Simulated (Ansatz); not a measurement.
# Li2GeBr6: the cost of one run

Program: Ansatz 0.2.0. Level of theory: DFT PBE, scalar-relativistic, plane waves, PAW. These are calculated values, not measurements.

1 further run of the same task is left out (it didn't finish).

## 1. The starting structure

The structure is hexagonal, space group P6/mmm (No. 191). Conventional cell: a = 6.334 Å, b = 6.334 Å, c = 3.949 Å, α = 90.00°, β = 90.00°, γ = 120.00°. Li (site symmetry -6m2) has 12 Br at 2.89 Å as nearest neighbours. Ge (site symmetry 6/mmm) has 12 Br at 2.89 Å as nearest neighbours. Br (site symmetry m2m) has 3 Br at 2.11 Å and 2 Ge at 2.89 Å and 4 Li at 2.89 Å as nearest neighbours.

Structure file:

```cif
data_structure
_symmetry_space_group_name_H-M 'P 1'
_symmetry_Int_Tables_number 1
_cell_length_a 6.3338
_cell_length_b 6.3338
_cell_length_c 3.9493
_cell_angle_alpha 90.000
_cell_angle_beta 90.000
_cell_angle_gamma 120.000
_cell_volume 137.21
loop_
_atom_site_label
_atom_site_type_symbol
_atom_site_fract_x
_atom_site_fract_y
_atom_site_fract_z
_atom_site_occupancy
Li1 Li 0.66667 0.33333 0.00000 1
Li2 Li 0.33333 0.66667 0.00000 1
Ge1 Ge 0.00000 0.00000 0.00000 1
Br1 Br 0.00000 0.33333 0.50000 1
Br2 Br 0.66667 0.66667 0.50000 1
Br3 Br 0.33333 0.00000 0.50000 1
Br4 Br 0.33333 0.33333 0.50000 1
Br5 Br 0.00000 0.66667 0.50000 1
Br6 Br 0.66667 0.00000 0.50000 1
```

Recipe of the guess: ordered mixture on the cation sites of aluminium diboride (P6/mmm, No. 191). Lengths come from tabulated atomic sizes and are only a guess.

## 2. A first look at the guess

input.yaml reads:

```yaml
crystal:
  lattice:
    - [6.33377241, 0.0, 0.0]
    - [-3.1668862, 5.48520781, 0.0]
    - [0.0, 0.0, 3.94934962]
  atoms:
    - { symbol: Li, position: [0.66666667, 0.33333333, 0.0] }
    - { symbol: Li, position: [0.33333333, 0.66666667, 0.0] }
    - { symbol: Ge, position: [0.0, 0.0, 0.0] }
    - { symbol: Br, position: [0.0, 0.33333333, 0.5] }
    - { symbol: Br, position: [0.66666667, 0.66666667, 0.5] }
    - { symbol: Br, position: [0.33333333, 0.0, 0.5] }
    - { symbol: Br, position: [0.33333333, 0.33333333, 0.5] }
    - { symbol: Br, position: [0.0, 0.66666667, 0.5] }
    - { symbol: Br, position: [0.66666667, 0.0, 0.5] }
basis:
  ecutwfc: 420
kpoints:
  mp_grid: { grid: [3, 3, 4] }
hamiltonian:
  xc: pbe
scf:
  occupations: { method: gaussian, width: 0.1 }
  lower_state_search: "off"
output:
  forces: true
  stress: true
  eigenvalues: true
```

The run is started by

```sh
$ ansatz run input.yaml --threads 1 --pin off --max-ram 2048MiB --backend cpu --events-out ev --progress --plain --runs-dir out
```

**Question.** How long does this run take on 1 thread of Arm Neoverse V1, shared host, and how much memory does it need?

About 4.1 s, with a peak of 0.38 GiB.
